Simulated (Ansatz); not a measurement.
# GaN (zincblende type): how the settings move a single-point run

How sensitive is a single-point run of GaN (zincblende type) to its settings? A reference run comes first, then one run with altered input.

Method: reference: DFT, LDA, PAW with Ansatz's default frozen-core files, scalar-relativistic, in Ansatz 0.2.0.

1 further run of the same task is left out (it didn't finish).

### 1 The structure to begin with

Symmetry: F-43m, No. 216, cubic system. The conventional cell has a = 4.455 Å, b = 4.455 Å, c = 4.455 Å, α = 90.00°, β = 90.00°, γ = 90.00°. Ga (site symmetry -43m) has 4 N at 1.93 Å as nearest neighbours. N (site symmetry -43m) is surrounded by 4 Ga at 1.93 Å.

Structure file:

```xyz
4
Lattice="-2.2276 2.2276 0.0000 0.0000 0.0000 4.4551 2.2276 2.2276 0.0000" Properties=species:S:1:pos:R:3 pbc="T T T"
Ga    0.0000    0.0000    0.0000
Ga    0.0000    2.2276    2.2276
N     1.1138    1.1138    1.1138
N    -1.1138    1.1138    3.3414
```

### 2 The reference run

input.yaml reads:

```yaml
crystal:
  lattice:
    - [-2.2275688896, 2.2275688896, 0.0]
    - [0.0, 0.0, 4.4551377792]
    - [2.2275688896, 2.2275688896, 0.0]
  atoms:
    - { symbol: Ga, position: [0.0, 0.0, 0.0] }
    - { symbol: Ga, position: [0.5, 0.5, 0.5] }
    - { symbol: "N", position: [0.0, 0.25, 0.5] }
    - { symbol: "N", position: [0.5, 0.75, 0.0] }
kpoints:
  mp_grid: { grid: [8, 6, 8] }
scf:
  occupations: { method: fermi_dirac, width: 0.02 }
hamiltonian:
  xc: lda
  pseudopotentials: { kind: paw }
output:
  forces: true
  stress: true
  eigenvalues: true
  write_density: true
  write_potential: true
  elf: true
  volumetric_format: npy
```

On the command line:

```console
$ ansatz run input.yaml --threads 2 --pin off --max-ram 4096MiB --backend cpu --events-out ev --progress --plain --runs-dir out
```

### 3 Changed: chi_scale 0.1

input.yaml, as its differences from that of step 2:

```diff
@@ -14,2 +14,3 @@
   occupations: { method: fermi_dirac, width: 0.02 }
+  initial_density: { chi_scale: 0.1 }
 hamiltonian:
```

What does the calculation give? Wanted: for each run, ending; energy change; pressure; gap; force.

As calculated:

```
             run     ending  energy change  pressure (GPa)  gap (eV)  force (eV/Å)  cycles   time
       reference  converged              0             0.0      1.96          0.00       6  3.1 s
1: chi_scale 0.1  converged   0.0 meV/atom             0.0      1.96          0.00       7    3 s
```

Residual by cycle in the longest SCF loop of each run; runs are numbered as in the table. The quantity is the density residual dr2, in eV.

```
cycle  reference    run 1
    1     0.0701     4.25
    2    0.00365     0.27
    3     2.1e-4   0.0173
    4     1.9e-5  0.00167
    5     2.2e-7   1.3e-5
    6     1.5e-9   3.0e-8
    7          -  2.0e-10
```

What this shows: With the changed start the energy agrees within 0.5 meV/atom. Cost: 7 SCF cycles against 6.

The gaps are Kohn-Sham values of a semilocal functional, not quasiparticle or optical gaps. Such gaps usually fall short of the measured ones.
